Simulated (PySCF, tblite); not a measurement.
# C3H4F4O: geometry, infrared bands, NMR shifts, spin-spin couplings and electronic excitations

Wanted: the infrared bands, NMR shifts, spin-spin couplings and electronic excitations of C3H4F4O (`OC[C@@H](F)C(F)(F)F`), by calculation.

Computed with tblite 0.8.0 and PySCF 2.14.0, with density-fitted response routines of our own, on a single molecule in the gas phase. Atoms count from 0, in the outputs and in this text.

### 1 The molecule as given

12 atoms, charge 0, multiplicity 1; geometry from: GFN2-xTB.

Bonds of the start (Å): O0–C1 1.39, C1–C2 1.54, C2–F3 1.37, C2–C4 1.54, C4–F5 1.34, C4–F6 1.33, C4–F7 1.34, O0–H8 0.97, C1–H9 1.09, C1–H10 1.10, C2–H11 1.10.

### 2 Harmonic vibrations with GFN2-xTB

Job settings and geometry (Å):

```
{"job": {"kind": "ir", "xc": "GFN2-xTB", "basis": "xTB"}, "charge": 0, "multiplicity": 1}
O     -1.347431     1.249776     0.264876
C     -1.192337    -0.133825     0.268062
C      0.117205    -0.594037    -0.393730
F      0.082047    -0.283396    -1.731555
C      1.353618     0.086185     0.213440
F      1.363339    -0.064563     1.543423
F      1.418912     1.387004    -0.050690
F      2.485513    -0.465675    -0.242802
H     -1.319622     1.580368    -0.642435
H     -1.190299    -0.445679     1.315099
H     -2.017361    -0.636690    -0.256921
H      0.247613    -1.680154    -0.312794
```

**Question.** This job is followed by: PBE0-D3(BJ)/def2-SVP geometry optimisation, gas phase; GIAO PBE0/pcSseg-1 NMR shielding, non-relativistic, gas phase; B3LYP/pcJ-1 indirect spin-spin coupling, non-relativistic, gas phase; TDDFT CAM-B3LYP/def2-SVPD, vertical, gas phase, core orbitals frozen in the response; GIAO wB97X-D/pcSseg-2 NMR shielding, non-relativistic, gas phase. Predict these results of the whole session: strongest single infrared mode (GFN2-xTB); zero-point energy (GFN2-xTB); point group; rotational constants (main isotopes); ¹³C shifts against TMS (PBE0/pcSseg-1); ¹H shifts against TMS (PBE0/pcSseg-1); ¹⁷O shifts against H2O (PBE0/pcSseg-1); ¹⁹F shifts against CFCl3 (PBE0/pcSseg-1, means over atoms taken as alike); largest coupling of the table (B3LYP/pcJ-1); lowest singlet (CAM-B3LYP/def2-SVPD); brightest single state of those computed; lowest triplet; vertical ionisation energy (ΔSCF); range of the shift of F3.

**Answer**, as computed:

| quantity | value |
| --- | --- |
| strongest single infrared mode (GFN2-xTB) | 1076 cm⁻¹, 269 km/mol |
| zero-point energy (GFN2-xTB) | 46.4 kcal/mol |
| point group | C1 |
| rotational constants (main isotopes) | 2.92, 1.74, 1.49 GHz |
| ¹³C shifts against TMS (PBE0/pcSseg-1) | 127.7, 91.4, 62.4 ppm |
| ¹H shifts against TMS (PBE0/pcSseg-1) | 4.25, 4.14, 3.90, 0.88 ppm |
| ¹⁷O shifts against H2O (PBE0/pcSseg-1) | 14.4 ppm |
| ¹⁹F shifts against CFCl3 (PBE0/pcSseg-1, means over atoms taken as alike) | -88.9, -239.6 ppm |
| largest coupling of the table (B3LYP/pcJ-1) | ¹J(C,F) C4–F5, -348.8 Hz |
| lowest singlet (CAM-B3LYP/def2-SVPD) | 7.60 eV (163 nm), f = 0.010 |
| brightest single state of those computed | state 2, 8.56 eV, f = 0.038 |
| lowest triplet | 7.24 eV |
| vertical ionisation energy (ΔSCF) | 11.37 eV |
| range of the shift of F3 | -239.6 to -225.9 ppm |

**Reading.** All 30 modes are real, so the xTB geometry is a minimum. The strongest single mode, at 1076 cm⁻¹, has its largest shares on C4, F7 and C2 (the list is cut at 3 atoms). GFN2-xTB is a fitted tight-binding method: band positions and strengths are rough. Its intensities can rank the bands wrongly. The optimisation took 5 steps and gained 0.043 eV; among the close pairs (by a distance rule), C1–C2 changed most, from 1.538 to 1.513 Å. No frequency check was run at this level, so the end point may be a saddle. The most deshielded hydrogen is H11 (hydrogen on an sp3 CH bonded to F), at 4.25 ppm: its carbon carries F, an electronegative neighbour. At PBE0/pcSseg-1: The widest tensor belongs to F5, F6, F7: span 155 ppm, with a paramagnetic part of -206 ppm. Of the pairs tabulated at B3LYP/pcJ-1, C4–F5 (mean over like pairs) couples most strongly (-348.8 Hz; Fermi contact -322.7 Hz). Couplings across rotatable bonds belong to this one conformer; where others are populated, the observed values are averages. Density functionals describe couplings to fluorine poorly, F–F couplings above all, so those rows are rough. The first singlet state (HOMO→LUMO 0.72, HOMO→LUMO+1 0.19) lies at 7.60 eV and is weak; of the 10 states computed, the strongest absorption comes from state 2 at 8.56 eV. The lowest triplet lies 0.36 eV below the lowest singlet (triplets in Tamm-Dancoff, singlets in full TDDFT). ΔSCF puts the ionisation energy at 11.37 eV, 1.19 eV above −ε(HOMO). In ppm, F3 moves most: its shift spreads over 13.7 ppm, from -239.6 (PBE0/pcSseg-1) to -225.9 (wB97X-D/pcSseg-2). Part of that comes from the computed reference.
